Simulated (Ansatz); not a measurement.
**ZrH₄S₄: a ladder of functionals and wavefunction methods**

One table from this session's results is given with a row withheld; the runs are named, their logs left out.

Computed with Ansatz 0.2.0, Gaussian basis. Level: functionals in def2-TZVPP, the program's frozen cores in correlated methods.

Plan: LDA (SPW92), PBE-D4, revPBE-D4, BLYP-D4, r2SCAN-D4, B97M-V, PBE0-D4, B3LYP-D4, r2SCANh-D4, r2SCAN0-D4, HSE06-D4, BHLYP-D4, CAM-B3LYP-D4, LC-ωPBE, ωB97X-V, ωB97M-V, B2PLYP, PBE-QIDH; CCSD(T)/def2-SVP; CCSD(T)/def2-TZVPP; MP2/def2-QZVPP; extrapolation to the limit; RPA on PBE.

### The geometry

All runs share one geometry, relaxed beforehand with PBE0-D4 in a triple-zeta def2 set. Zr takes the def2 core potential; no spin-orbit term is included.

SMILES `[SH][Zr]([SH])([SH])[SH]`, 9 atoms, charge 0, spin multiplicity 1.

Atoms are counted from 1 here; the program's logs count them from 0.

Bond lengths: S1–Zr2 2.422 Å, S1–H6 1.351 Å, Zr2–S3 2.422 Å, Zr2–S4 2.422 Å, Zr2–S5 2.422 Å, S3–H7 1.351 Å, S4–H8 1.351 Å, S5–H9 1.351 Å. Angles: Zr2–S1–H6 88.5°, S1–Zr2–S3 109.0°, S1–Zr2–S4 109.0°, S1–Zr2–S5 110.4°, S3–Zr2–S4 110.4°, S3–Zr2–S5 109.0°, S4–Zr2–S5 109.0°, Zr2–S3–H7 88.5°, Zr2–S4–H8 88.5°, Zr2–S5–H9 88.5°.

Set-up of the first run:

Contents of in.yaml:

```yaml
crystal:
  periodic: [false, false, false]
  atoms:
    - {symbol: S, position_ang: [-0.594028, 1.119398, -2.063724]}
    - {symbol: Zr, position_ang: [-0.000253, -0.000056, 0.000597]}
    - {symbol: S, position_ang: [2.412843, -0.137952, 0.157839]}
    - {symbol: S, position_ang: [-0.973608, -2.218072, 0.004966]}
    - {symbol: S, position_ang: [-0.845557, 1.236439, 1.904138]}
    - {symbol: H, position_ang: [-1.851758, 1.249861, -1.589038]}
    - {symbol: H, position_ang: [2.385110, -1.085873, -0.803884]}
    - {symbol: H, position_ang: [-0.172914, -2.527903, 1.047601]}
    - {symbol: H, position_ang: [-0.359835, 2.364158, 1.341515]}
basis:
  gaussian: {orbitals: def2-TZVPP}
hamiltonian: {xc: lda}
output: {orbitals: {seedname: orbitals}}
```

Run with:

```sh
$ ansatz run in.yaml --threads 2 --pin off --events-out ev --progress --plain --max-ram 32768MiB --backend cuda --devices 0, --max-vram 18GiB
```

Steps of the session up to this table: LDA; PBE-D4 (GGA); revPBE-D4 (GGA); BLYP-D4 (GGA); r2SCAN-D4 (meta-GGA); B97M-V (meta-GGA); PBE0-D4 (hybrid); B3LYP-D4 (hybrid); r2SCANh-D4 (hybrid); r2SCAN0-D4 (hybrid); HSE06-D4 (hybrid); BHLYP-D4 (hybrid); CAM-B3LYP-D4 (range-separated); LC-ωPBE (range-separated); ωB97X-V (range-separated); ωB97M-V (range-separated); B2PLYP (double hybrid); PBE-QIDH (double hybrid).

One of the session's tables, all rows but one given; the rest of the session is left out.

It belongs to the step «Frontier levels by functional». 

| functional | HOMO (eV) | LUMO (eV) | gap (eV) |
| --- | --- | --- | --- |
| LDA (SPW92) | -6.85 | -3.43 | 3.42 |
| PBE-D4 | -6.71 | -3.22 | 3.49 |
| revPBE-D4 | -6.66 | -3.14 | 3.51 |
| BLYP-D4 | -6.52 | -3.06 | 3.46 |
| r2SCAN-D4 | -7.01 | -3.09 | 3.92 |
| B97M-V | -7.07 | -3.04 | 4.03 |
| PBE0-D4 | -7.89 | -2.44 | 5.45 |
| B3LYP-D4 | -7.63 | -2.61 | 5.02 |
| r2SCANh-D4 | -7.44 | -2.80 | 4.64 |
| r2SCAN0-D4 | -8.09 | -2.35 | 5.74 |
| HSE06-D4 | -7.49 | -2.81 | 4.68 |
| BHLYP-D4 | -8.90 | -1.45 | 7.45 |
| CAM-B3LYP-D4 | -9.16 | -1.35 | 7.81 |
| LC-ωPBE | ? | ? | ? |
| ωB97X-V | -10.21 | -0.36 | 9.85 |
| ωB97M-V | -10.02 | -0.42 | 9.61 |

Q: Estimate the row for LC-ωPBE from the others.

As computed: HOMO (eV): -10.58; LUMO (eV): -0.31; gap (eV): 10.27. In the column «HOMO (eV)» it is the lowest.
